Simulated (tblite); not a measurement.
# C7H11Ga: the cost of one run

Programs: tblite 0.8.0 and PySCF 2.14.0, with density-fitted response routines of our own. Each step states its level of theory. These are calculated values for one molecule in the gas phase, unless marked as measured. Atoms are numbered from 0 throughout.

## Step 1: The starting structure

19 atoms, charge 0, multiplicity 1; geometry from: force field or distance geometry start.

Bonds of the start (Å): C0–C1 1.33, C1–C2 1.47, C1–C3 1.47, C3–Ga4 2.06, C3–C5 1.33, C5–C6 1.48, C6–C7 1.53, C7–C5 1.49, C0–H8 1.08, C0–H9 1.08, C2–H10 1.13, C2–H11 1.11, C2–H12 1.11, Ga4–H13 1.49, Ga4–H14 1.52, C6–H15 1.09, C6–H16 1.10, C7–H17 1.10, C7–H18 1.11.

## Step 2: Geometry optimisation with GFN2-xTB

The job: settings as JSON, then the geometry in Å.

```
{"job": {"kind": "relax", "xc": "GFN2-xTB", "basis": "xTB"}, "charge": 0, "multiplicity": 1}
C      0.107400    -2.407100     0.992800
C     -0.261400    -1.354800     0.263100
C     -1.369200    -1.385300    -0.703500
C      0.499200    -0.107000     0.445300
Ga     2.081400     0.237700     1.717900
C      0.145100     0.957600    -0.275800
C     -0.771100     1.509200    -1.303100
C      0.321000     2.382900    -0.677800
H      0.935400    -2.277100     1.676700
H     -0.381500    -3.367800     0.954300
H     -2.089700    -0.592100    -0.360500
H     -0.960200    -1.015500    -1.672200
H     -1.877700    -2.365200    -0.773300
H      3.533600     0.321100     1.418600
H      1.274600     0.706800     2.911700
H     -0.596300     1.270800    -2.354400
H     -1.807900     1.710100    -0.994200
H      0.018000     3.155700     0.050500
H      1.189400     2.629100    -1.323700
```

Run with:

```
> OMP_NUM_THREADS=1 python probes_run.py task.json out
```

This one command runs all jobs of the session in turn.

Q: Estimate the wall time and peak memory of this first job on 1 thread of Arm Neoverse N1, shared host.

About 1.8 s, with a peak of 0.18 GiB.
